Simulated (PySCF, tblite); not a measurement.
# C₅H₁₂GeN₂: geometry, infrared bands and NMR shifts

Wanted: the infrared bands and NMR shifts of C₅H₁₂GeN₂ (`C=CN1CCC[N]1[GeH3]`), by calculation.

Programs: tblite 0.8.0 and PySCF 2.14.0, with density-fitted response routines of our own. Each step states its level of theory. These are calculated values for one molecule in the gas phase, unless marked as measured. Atoms are numbered from 0 throughout.

## (1) The starting structure

20 atoms, charge 0, multiplicity 1; geometry from: force field or distance geometry start.

Bonds of the start (Å): C0–C1 1.32, C1–N2 1.43, N2–C3 1.46, C3–C4 1.49, C4–C5 1.50, C5–N6 1.42, N6–Ge7 1.83, N6–N2 1.39, C0–H8 1.08, C0–H9 1.08, C1–H10 1.09, C3–H11 1.10, C3–H12 1.13, C4–H13 1.12, C4–H14 1.12, C5–H15 1.11, C5–H16 1.11, Ge7–H17 1.58, Ge7–H18 1.56, Ge7–H19 1.53.

## (2) Optimising the geometry with GFN2-xTB

Job settings and geometry (Å):

```
{"job": {"kind": "relax", "xc": "GFN2-xTB", "basis": "xTB"}, "charge": 0, "multiplicity": 1}
C      2.458800    -1.466800    -0.451500
C      1.251800    -1.426800     0.085300
N      0.457900    -0.280900    -0.212800
C      1.012800     1.073200    -0.218000
C     -0.107300     2.011100    -0.527400
C     -1.280000     1.114900    -0.787700
N     -0.891100    -0.229600    -0.552900
Ge    -2.021700    -1.229700     0.481600
H      2.860300    -0.707300    -1.098300
H      3.071100    -2.325800    -0.224800
H      0.879500    -2.213600     0.739800
H      1.767500     1.094300    -1.023400
H      1.517400     1.285100     0.767300
H      0.153000     2.674400    -1.395200
H     -0.223600     2.687200     0.358800
H     -1.510300     1.179000    -1.870400
H     -2.170800     1.459100    -0.227200
H     -1.835200    -2.758100     0.137800
H     -3.486100    -0.893400     0.078800
H     -1.908900    -1.035700     1.995100
```

Started as:

```console
$ OMP_NUM_THREADS=1 python probes_run.py task.json out
```

This one command runs all jobs of the session in turn.

Standard output:

```text
step      E/eV     max force
  0    -667.03084    2.738
  1    -667.33582    1.212
  2    -667.42942    0.918
  3    -667.51228    0.628
  4    -667.54436    0.556
  5    -667.57614    0.440
  6    -667.59690    0.405
  7    -667.62075    0.342
  8    -667.64075    0.333
  9    -667.66074    0.314
 10    -667.67779    0.327
 11    -667.69558    0.302
 12    -667.71676    0.355
 13    -667.74102    0.377
 14    -667.76480    0.440
 15    -667.78757    0.481
 16    -667.81054    0.390
 17    -667.83358    0.405
 18    -667.85388    0.323
 19    -667.87080    0.300
 20    -667.88941    0.392
 21    -667.91017    0.364
 22    -667.92559    0.300
 23    -667.93166    0.277
 24    -667.94018    0.156
 25    -667.94398    0.146
 26    -667.94812    0.154
 27    -667.95176    0.130
 28    -667.95543    0.122
 29    -667.95863    0.142
 30    -667.96147    0.145
 31    -667.96463    0.215
 32    -667.96877    0.167
 33    -667.97422    0.158
 34    -667.97972    0.170
 35    -667.98484    0.164
 36    -667.98957    0.153
 37    -667.99411    0.144
 38    -667.99811    0.159
 39    -668.00129    0.129
 40    -668.00388    0.130
 41    -668.00651    0.130
 42    -668.00952    0.153
 43    -668.01299    0.157
 44    -668.01664    0.146
 45    -668.02044    0.150
 46    -668.02462    0.141
 47    -668.02918    0.149
 48    -668.03368    0.132
 49    -668.03767    0.125
 50    -668.04094    0.136
 51    -668.04390    0.127
 52    -668.04699    0.122
 53    -668.05053    0.125
 54    -668.05417    0.112
 55    -668.05804    0.145
 56    -668.06158    0.136
 57    -668.06467    0.110
 58    -668.06691    0.116
 59    -668.06882    0.124
 60    -668.07016    0.082
 61    -668.07137    0.075
 62    -668.07264    0.099
 63    -668.07439    0.109
 64    -668.07620    0.088
 65    -668.07810    0.106
 66    -668.08000    0.099
 67    -668.08211    0.122
 68    -668.08459    0.109
 69    -668.08726    0.110
 70    -668.08968    0.105
 71    -668.09183    0.090
 72    -668.09354    0.074
 73    -668.09496    0.080
 74    -668.09644    0.102
 75    -668.09816    0.125
 76    -668.10032    0.102
 77    -668.10269    0.093
 78    -668.10481    0.109
 79    -668.10762    0.116
 80    -668.11102    0.122
 81    -668.11422    0.105
 82    -668.11686    0.112
 83    -668.11933    0.139
 84    -668.12218    0.143
 85    -668.12638    0.146
 86    -668.12952    0.157
 87    -668.13198    0.122
 88    -668.13410    0.124
 89    -668.13681    0.114
 90    -668.13900    0.098
 91    -668.14205    0.104
 92    -668.14385    0.098
 93    -668.14517    0.101
 94    -668.14657    0.073
 95    -668.14817    0.072
 96    -668.14959    0.078
 97    -668.15043    0.071
 98    -668.15136    0.058
 99    -668.15203    0.059
100    -668.15254    0.061
101    -668.15304    0.057
102    -668.15377    0.057
103    -668.15468    0.093
104    -668.15578    0.098
105    -668.15696    0.122
106    -668.15810    0.127
107    -668.15934    0.112
108    -668.16069    0.140
109    -668.16240    0.097
110    -668.16379    0.078
111    -668.16429    0.060
112    -668.16474    0.068
113    -668.16551    0.047
114    -668.16598    0.044
115    -668.16650    0.035
116    -668.16673    0.035
117    -668.16692    0.030
118    -668.16711    0.031
119    -668.16736    0.035
120    -668.16764    0.038
121    -668.16795    0.048
122    -668.16822    0.044
123    -668.16842    0.031
124    -668.16855    0.029
125    -668.16867    0.024
126    -668.16878    0.025
127    -668.16888    0.022
128    -668.16899    0.024
129    -668.16909    0.028
130    -668.16922    0.029
131    -668.16936    0.031
132    -668.16955    0.039
133    -668.16978    0.042
134    -668.17002    0.037
135    -668.17022    0.027
136    -668.17041    0.028
137    -668.17062    0.030
138    -668.17088    0.032
139    -668.17118    0.030
140    -668.17145    0.030
141    -668.17165    0.028
142    -668.17178    0.023
143    -668.17188    0.023
144    -668.17197    0.017
145    -668.17205    0.019
146    -668.17213    0.021
147    -668.17222    0.020
148    -668.17229    0.016
149    -668.17235    0.013
150    -668.17238    0.012
151    -668.17241    0.012
152    -668.17245    0.018
153    -668.17250    0.021
154    -668.17255    0.015
155    -668.17258    0.014
156    -668.17262    0.015
157    -668.17267    0.017
158    -668.17274    0.023
159    -668.17281    0.027
160    -668.17288    0.026
161    -668.17295    0.017
162    -668.17302    0.017
163    -668.17309    0.018
164    -668.17315    0.017
165    -668.17319    0.014
166    -668.17323    0.014
167    -668.17327    0.016
168    -668.17334    0.021
169    -668.17340    0.025
170    -668.17348    0.020
171    -668.17355    0.018
172    -668.17362    0.017
173    -668.17368    0.020
174    -668.17374    0.021
175    -668.17381    0.016
176    -668.17387    0.015
177    -668.17391    0.017
178    -668.17394    0.015
179    -668.17396    0.011
180    -668.17399    0.009
```

Wall time 1.1 s (1 thread of Arm Neoverse V2, shared host).

Step by step: (not every step is listed)

```
step  energy from step 0 (eV)  largest force (eV/Å)
   0                   0.0000                2.7380
   1                  -0.3050                1.2125
   2                  -0.3986                0.9184
   3                  -0.4814                0.6285
   4                  -0.5135                0.5556
   5                  -0.5453                0.4401
   6                  -0.5661                0.4054
   7                  -0.5899                0.3420
   8                  -0.6099                0.3333
  24                  -0.9093                0.1558
  40                  -0.9730                0.1301
  56                  -1.0307                0.1364
  72                  -1.0627                0.0737
  88                  -1.1033                0.1243
 104                  -1.1249                0.0977
 120                  -1.1368                0.0385
 136                  -1.1396                0.0283
 152                  -1.1416                0.0184
 168                  -1.1425                0.0215
 175                  -1.1430                0.0158
 176                  -1.1430                0.0151
 177                  -1.1431                0.0175
 178                  -1.1431                0.0150
 179                  -1.1431                0.0107
 180                  -1.1431                0.0093
```

Close pairs (by a distance rule), those that changed most:

```csv
bond,before (Å),after (Å),change (Å)
Ge7–H17,1.578,1.489,-0.089
Ge7–H18,1.556,1.495,-0.060
C1–N2,1.426,1.380,-0.046
C3–C4,1.493,1.534,+0.041
C4–H13,1.123,1.088,-0.035
N2–N6,1.392,1.427,+0.035
C3–H12,1.127,1.094,-0.033
C4–C5,1.499,1.530,+0.031
```

The end geometry stands in the next job.

## (3) Harmonic vibrations with GFN2-xTB

Job settings and geometry (Å):

```
{"job": {"kind": "ir", "xc": "GFN2-xTB", "basis": "xTB"}, "charge": 0, "multiplicity": 1}
C      2.529301    -1.431053    -0.669051
C      1.201982    -1.375345    -0.650216
N      0.433358    -0.413624    -0.027324
C      0.935674     0.953537     0.085547
C     -0.235181     1.846614    -0.345700
C     -1.095267     0.862661    -1.140488
N     -0.938360    -0.382879    -0.419961
Ge    -2.057297    -0.863070     0.959849
H      3.153254    -0.677633    -0.222938
H      3.030946    -2.265630    -1.121460
H      0.602919    -2.170207    -1.073944
H      1.795251     1.083938    -0.579728
H      1.250837     1.155305     1.113262
H      0.090366     2.702647    -0.932646
H     -0.791273     2.200405     0.525045
H     -0.694450     0.742230    -2.155502
H     -2.145441     1.147109    -1.200164
H     -1.570763    -2.214773     1.350647
H     -3.435631    -0.915181     0.382498
H     -2.065373     0.025626     2.177226
```

Standard output:

```text
mode    cm-1     km/mol
  1      48.4      0.13
  2      84.4      0.13
  3     112.8      0.99
  4     119.0      0.03
  5     171.6      1.05
  6     231.7      3.07
  7     251.4      7.98
  8     321.8     19.62
  9     424.0     13.46
 10     503.9     40.30
 11     565.1     97.91
 12     574.4     62.41
 13     606.5     10.25
 14     637.9     19.92
 15     660.0      3.33
 16     755.9    374.67
 17     798.9     17.30
 18     814.5    165.61
 19     838.0    107.29
 20     853.8     58.99
 21     871.8      5.05
 22     926.7      1.18
 23     972.6      3.39
 24     983.8     12.21
 25    1004.3      0.39
 26    1043.4     22.71
 27    1070.3      8.89
 28    1103.6      1.72
 29    1131.0     18.65
 30    1174.5      3.94
 31    1177.8      1.53
 32    1211.2      7.33
 33    1266.3     43.74
 34    1278.9      3.02
 35    1289.0     12.17
 36    1300.4      6.39
 37    1312.7     10.56
 38    1420.3     36.15
 39    1470.5      1.84
 40    1477.7      1.01
 41    1491.7      0.48
 42    1695.1    206.12
 43    1913.4    261.30
 44    2032.3    385.77
 45    2104.3    407.13
 46    2897.7     56.18
 47    2923.3     25.40
 48    2949.0     31.87
 49    2972.0     54.72
 50    2990.9     49.61
 51    3019.1     40.25
 52    3063.1     28.26
 53    3124.4     24.15
 54    3153.7     46.51
```

Run time: 0.62 s. Hardware: 1 thread of Arm Neoverse V2, shared host.

The strongest bands and the atoms that carry them (share of the mass-weighted mode):

| cm⁻¹ | km/mol | atoms |
| --- | --- | --- |
| 565 | 97.9 | H18 34 %, H17 20 %, N6 17 %, H19 14 % |
| 756 | 374.7 | H17 42 %, H18 37 %, H19 17 % |
| 814 | 165.6 | H18 54 %, H17 27 %, H19 16 % |
| 838 | 107.3 | H19 28 %, H17 19 %, N6 15 %, C3 11 % |
| 1695 | 206.1 | C1 53 %, C0 37 % |
| 1913 | 261.3 | H19 89 % |
| 2032 | 385.8 | H18 76 %, H17 13 % |
| 2104 | 407.1 | H17 82 %, H18 16 % |

## (4) Shielding tensors: PBE0/pcSseg-1

Same as in step 3 but for these lines:

```diff
@@ -1,2 +1,2 @@
-{"job": {"kind": "ir", "xc": "GFN2-xTB", "basis": "xTB"}, "charge": 0, "multiplicity": 1}
+{"job": {"kind": "nmr", "xc": "PBE0", "basis": "pcSseg-1"}, "charge": 0, "multiplicity": 1}
 C      2.529301    -1.431053    -0.669051
```

With the program's defaults for keys left out, this is: GIAO PBE0/pcSseg-1 NMR shielding, non-relativistic, gas phase.

Standard output:

```text
coarse grid: 73224 points
cycle   1  E = -2383.2237994069  dE =  4.201e-01  |g| = 9.210e-01  |ddm| = 4.113e+00
cycle   2  E = -2383.1932022480  dE =  3.060e-02  |g| = 9.481e-01  |ddm| = 1.028e+00
cycle   3  E = -2383.2989753913  dE = -1.058e-01  |g| = 1.607e-01  |ddm| = 6.596e-01
cycle   4  E = -2383.3034353847  dE = -4.460e-03  |g| = 8.297e-02  |ddm| = 1.967e-01
cycle   5  E = -2383.3048671298  dE = -1.432e-03  |g| = 1.152e-02  |ddm| = 7.140e-02
cycle   6  E = -2383.3048882427  dE = -2.111e-05  |g| = 5.435e-03  |ddm| = 1.418e-02
cycle   7  E = -2383.3048945254  dE = -6.283e-06  |g| = 1.043e-03  |ddm| = 5.940e-03
final grid: 155528 points
cycle   8  E = -2383.3048841040  dE =  1.332e-07  |g| = 1.491e-03  |ddm| = 3.400e-03
cycle   9  E = -2383.3048833603  dE =  7.436e-07  |g| = 2.410e-03  |ddm| = 3.658e-03
cycle  10  E = -2383.3048845728  dE = -1.212e-06  |g| = 1.657e-04  |ddm| = 2.207e-03
cycle  11  E = -2383.3048845781  dE = -5.359e-09  |g| = 4.231e-05  |ddm| = 1.793e-04
cycle  12  E = -2383.3048845785  dE = -3.483e-10  |g| = 1.227e-05  |ddm| = 4.790e-05
converged SCF energy = -2383.3048845785

GIAO shielding tensors (ppm)
atom      isotropic    diamagn.    paramagn.     s11        s22        s33       span
  0 C      102.444     255.626    -153.182     18.273    117.335    171.725    153.452
  1 C       32.115     251.058    -218.943    -71.183     55.937    111.592    182.775
  2 N      122.292     324.908    -202.616     77.411    106.263    183.201    105.789
  3 C      136.346     246.561    -110.214    107.907    129.574    171.559     63.652
  4 C      153.042     252.011     -98.969    120.266    165.136    173.725     53.460
  5 C      134.679     245.566    -110.887    109.675    129.258    165.103     55.428
  6 N      153.861     326.028    -172.167     75.072    121.396    265.116    190.044
  7 Ge    1470.824    2756.886   -1286.062   1354.918   1401.449   1656.104    301.186
  8 H       27.981      32.709      -4.728     24.744     25.673     33.526      8.781
  9 H       27.798      28.893      -1.095     25.479     25.751     32.165      6.686
 10 H       24.857      31.971      -7.113     21.306     23.545     29.721      8.415
 11 H       28.882      32.536      -3.655     23.705     28.361     34.579     10.874
 12 H       28.358      31.441      -3.083     24.487     25.580     35.008     10.521
 13 H       29.635      30.364      -0.730     24.731     26.807     37.366     12.636
 14 H       29.597      31.879      -2.281     25.921     27.216     35.655      9.735
 15 H       28.794      30.492      -1.698     23.229     26.859     36.294     13.065
 16 H       28.852      30.718      -1.866     24.090     27.549     34.916     10.826
 17 H       27.472      30.078      -2.605     20.174     23.860     38.382     18.208
 18 H       27.534      29.677      -2.143     20.616     22.765     39.220     18.604
 19 H       27.015      29.806      -2.791     19.459     23.635     37.953     18.494
```

Wall time 36 s (1 thread of Arm Neoverse V2, shared host); peak memory 0.98 GiB.

Shifts follow as δ = σ(reference) − σ, with reference shieldings (ppm) from runs at the same level and on the same kind of geometry: ¹H TMS 31.72, ¹³C TMS 186.9, ¹⁵N NH3 267.7, ⁷³Ge GeMe4 1331. The references are single molecules in the gas phase, so shifts against H2O, NH3, PH3, H3PO4 or CFCl3 are not on the usual liquid scales and can be off by tens of ppm. Atoms listed in one row are averaged.

```csv
atoms,environment,σ (ppm),δ (ppm)
C1,alkene carbon bearing nitrogen,32.1,154.8
C0,β carbon of an enol-ether or enamine type C=C,102.4,84.5
C5,sp3 CH2 bonded to N,134.7,52.2
C3,sp3 CH2 bonded to N,136.3,50.6
C4,sp3 CH2 in a ring,153.0,33.9
H10,hydrogen on an alkene carbon bearing nitrogen,24.86,6.86
"H17, H18, H19",hydrogen on a germanium bonded to N,27.34,4.38
H9,hydrogen on a β carbon of an enol-ether or enamine type C=C,27.80,3.92
H8,hydrogen on a β carbon of an enol-ether or enamine type C=C,27.98,3.74
"H11, H12",hydrogen on an sp3 CH2 bonded to N,28.62,3.10
"H15, H16",hydrogen on an sp3 CH2 bonded to N,28.82,2.89
"H13, H14",hydrogen on an sp3 CH2 in a ring,29.62,2.10
N2,enamine nitrogen,122.3,145.4
N6,"nitrogen bonded to C, Ge, N, in a 5-membered ring",153.9,113.9
Ge7,"germanium bonded to N, 3 H",1471,-140
```

Charges from the same density, by scheme (e):

| atoms | Mulliken | IAO | Hirshfeld | ESP fit |
| --- | --- | --- | --- | --- |
| C0 | -0.26 | -0.43 | -0.17 | -0.66 |
| C1 | 0.10 | -0.04 | -0.01 | -0.02 |
| N2 | -0.45 | -0.13 | -0.03 | 0.01 |
| C3 | 0.02 | -0.17 | -0.02 | 0.12 |
| C4 | -0.28 | -0.28 | -0.08 | -0.19 |
| C5 | 0.03 | -0.15 | -0.03 | 0.06 |
| N6 | -0.65 | -0.40 | -0.14 | -0.45 |
| Ge7 | 0.48 | 0.61 | 0.34 | 0.31 |

Mayer bond orders: C0–C1 1.88, C1–N2 1.03, N2–C3 0.91, C3–C4 1.03, C4–C5 1.01, C5–N6 0.94, N6–Ge7 0.80, N6–N2 0.96.

Ring of atoms N2, C3, C4, C5, N6: NICS(0) -8.2, NICS(1) -4.1, NICS(1)zz -6.6 ppm (means of both faces).

## (5) Summary of results

| quantity | value |
| --- | --- |
| strongest single infrared mode (GFN2-xTB) | 2104 cm⁻¹, 407 km/mol |
| zero-point energy (GFN2-xTB) | 98.9 kcal/mol |
| ¹³C shifts against TMS (PBE0/pcSseg-1) | 154.8, 84.5, 52.2, 50.6, 33.9 ppm |
| ¹H shifts against TMS (PBE0/pcSseg-1, means over atoms taken as alike) | 6.86, 4.38, 3.92, 3.74, 3.10, 2.89, 2.10 ppm |
| ¹⁵N shifts against NH3 (PBE0/pcSseg-1) | 145.4, 113.9 ppm |
| ⁷³Ge shifts against GeMe4 (PBE0/pcSseg-1) | -140 ppm |

**Reading.** Over 180 steps the energy fell by 1.143 eV; of the close pairs, Ge7–H17 changed most, 1.578 to 1.489 Å. No mode is imaginary among the 54: a minimum at this level. The strongest single mode, at 2104 cm⁻¹, moves mainly H17. Unscaled tight-binding wavenumbers are off by several per cent, some by more. Its intensities can rank the bands wrongly. The most deshielded carbon is C1 (alkene carbon bearing nitrogen), at 154.8 ppm: an sp2 carbon further deshielded by the attached heteroatom. The most deshielded hydrogen is H10 (hydrogen on an alkene carbon bearing nitrogen), at 6.86 ppm: attached to an sp2 carbon and in the plane of the double bond. At PBE0/pcSseg-1: The largest span, 301 ppm, is at Ge7, where the paramagnetic term is -1286 ppm. Spin-orbit coupling is left out, which matters for shieldings and couplings at and beside the heavy atoms.
